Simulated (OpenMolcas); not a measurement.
# Pr³⁺ among point charges: CASSCF levels and susceptibility

Aim: the splitting of the states of Pr³⁺ in the field of 3 point charges, its lowest levels with spin-orbit coupling and its magnetic susceptibility.

Method: state-averaged CASSCF, spin-orbit coupling by RASSI with atomic mean-field integrals. Code: OpenMolcas 26.06.

## Step 1: What is computed

- Species: Pr³⁺ (praseodymium, Z = 59, 56 electrons)
- Basis: ANO-RCC-VDZP [7s6p4d2f1g], 68 functions
- Scalar Hamiltonian: DKH2, point nucleus
- Inactive shells: 1s 2s 2p 3s 3p 3d 4s 4p 4d 5s 5p
- Active space: 2 electrons in 7 orbitals (4f)
- Some configurations of this space: 4f²
- Orbitals: optimised for the highest spin of each parity, averaged over all roots

Outer shells as boxes (Hund's rule):

4f2
```
4f [↑ ][↑ ][  ][  ][  ][  ][  ]
```

The ion sits among 3 point charges of -2 e arranged as a planar triangle (D3h), 2.63 Å from the ion.

The work runs as a chain of OpenMolcas steps in one folder; each step below is one input file. Labels, J, g values, rates, χT and fits are worked out afterwards by a script from the matrices that RASSI stores.

## Step 2: One- and two-electron integrals

a.inp reads:

```
&GATEWAY
Coord
1

Pr 0.0 0.0 0.0
Basis=ANO-RCC-VDZP
Group=NoSym
NoMove
AngMom=0.0 0.0 0.0
AMFI
XField
3 Angstrom 0
2.630000 0.000000 0.000000 -2.000000
-1.315000 2.277647 0.000000 -2.000000
-1.315000 -2.277647 0.000000 -2.000000
&SEWARD
```

On the command line:

```bash
> OMP_NUM_THREADS=1 MOLCAS_MEM=2252 MOLCAS_PROJECT=a pymolcas a.inp > a.log
```

## Step 3: Reference wave functions, triplets, 21 roots

a.inp reads:

```
&RASSCF
FileOrb=start.orb
Symmetry=1
Spin=3
nActEl=2 0 0
Inactive=27
Ras2=7
CIRoot=21 21 1
SDav=21
CIMx=300
Iter=120 100
PrWF=0.3
OrbListing=Nothing
MaxOrb=0
>>> COPY $Project.JobIph JOB001
```

start.orb holds the contracted functions of the basis, ordered by shell, or the orbitals of the step before.

## Step 4: CASSCF: singlets, 28 roots

a.inp reads:

```
&RASSCF
FileOrb=start.orb
Symmetry=1
Spin=1
nActEl=2 0 0
Inactive=27
Ras2=7
CIRoot=28 28 1
SDav=28
CIMx=300
Iter=120 100
PrWF=0.3
OrbListing=Nothing
MaxOrb=0
CIOnly
>>> COPY $Project.JobIph JOB002
```

## Step 5: RASSI: spin-orbit coupling between the states

a.inp reads:

```
&RASSI
NrOfJobIphs=2 21 27
1 2 3 4 5 6 7 8 9 10 11 12 13 14 15 16 17 18 19 20 21
1 2 3 4 5 6 7 8 9 10 11 12 13 14 15 16 17 18 19 20 21 22 23 24 25 26 27
IphNames
JOB001
JOB002
EJob
SpinOrbit
DIPRint=1.0
SOCoupling=1000.0
Subsets=2
Property=9
'ANGMOM' 1 'ANGMOM' 2 'ANGMOM' 3 'MLTPL  1' 1 'MLTPL  1' 2 'MLTPL  1' 3
'AMFI' 1 'AMFI' 2 'AMFI' 3
SOProperty=3
'ANGMOM' 1 'ANGMOM' 2 'ANGMOM' 3
```

Before running it: what results should come out? Wanted: spin-free ground state; first state of the same spin within the active space; lowest level; next level.

The runs gave:

| quantity | value |
| --- | --- |
| method | CASSCF |
| spin-free ground state | 3A2, 1-fold in its orbital part |
| first state of the same spin within the active space | 3E at 83.8 cm⁻¹ |
| lowest level | 1-fold A1 |
| next level | 112.8 cm⁻¹ |
| χT at 300 K | 1.48 cm³ K/mol |
| effective moment at 300 K | 3.44 μB |

The spin-free ground state (3A2) comes to 99 % from free-ion H terms and keeps the highest spin of the shell. The singlets rest on orbitals optimised for another spin in at least one step, which raises them against the optimised states. Not all states of the active space went into the spin-orbit step. This is an electrostatic model: the charges have no orbitals.
